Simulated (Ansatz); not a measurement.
Run this with Ansatz 0.2.0, Python API and show what comes out.

The script, `edit_hfc.py`:
```python
'''Keys set on an Input object, for HfC.'''

import warnings

import ansatz as az


def main() -> None:
    warnings.simplefilter('ignore', az.DeckWarning)

    lattice = az.Lattice.of(
        (3.342866, 0.0, 0.0),
        (-1.671433, 2.895007, 0.0),
        (0.0, 0.0, 5.202714),
    )
    sites = [
        ('Hf', (2 / 3, 1 / 3, 0.75)),
        ('Hf', (1 / 3, 2 / 3, 0.25)),
        ('C', (0.0, 0.0, 0.0)),
        ('C', (0.0, 0.0, 0.5)),
    ]
    structure = az.Crystal(lattice=lattice)
    for symbol, position in sites:
        structure = structure.atom(symbol, position)

    base = (
        structure.calculation()
        .functional('r2scan')
        .basis(550)
        .kpoints(9, 9, 5)
        .occupations('cold', width=0.1)
        .band_table()
    )
    typed = base.input()
    rows = []
    for value in [0.1, 0.3, 0.6]:
        edited = typed.set(az.key.scf.mixing.beta, value)
        report = az.Session.from_dict(edited).plan().execute().report
        rows.append((value, report['free_energy_ev'], report['n_iterations'], len(report['eigenvalues_ev'][0]) if 'eigenvalues_ev' in report else 0))
    print('          beta            F eV      iterations    bands listed')
    for row in rows:
        print(f'{str(row[0]):>14s}  {row[1]:14.5f}  {row[2]:14d}  {row[3]:14d}')


if __name__ == '__main__':
    main()
```

Output of `python edit_hfc.py`:
```text
          beta            F eV      iterations    bands listed
           0.1    -31972.84292              10              36
           0.3    -31972.84292               9              36
           0.6    -31972.84292               8              36
```

Caveats:
- Total energies depend on the potentials; only differences at equal settings carry meaning. A total without «per atom» is that of the cell as typed.
- The mesh is modest for a metal, so energies can be off by several to tens of meV an atom and pressures by half a GPa or more; differences at equal mesh fare better.
- Spin-orbit coupling, which matters for elements this heavy, is left out.
- This cell is a computed structure, which may not be the phase found in nature.
- It ran for 28 s on 1 thread of Arm Neoverse V1, with other jobs on the host, peak memory 0.52 GiB.
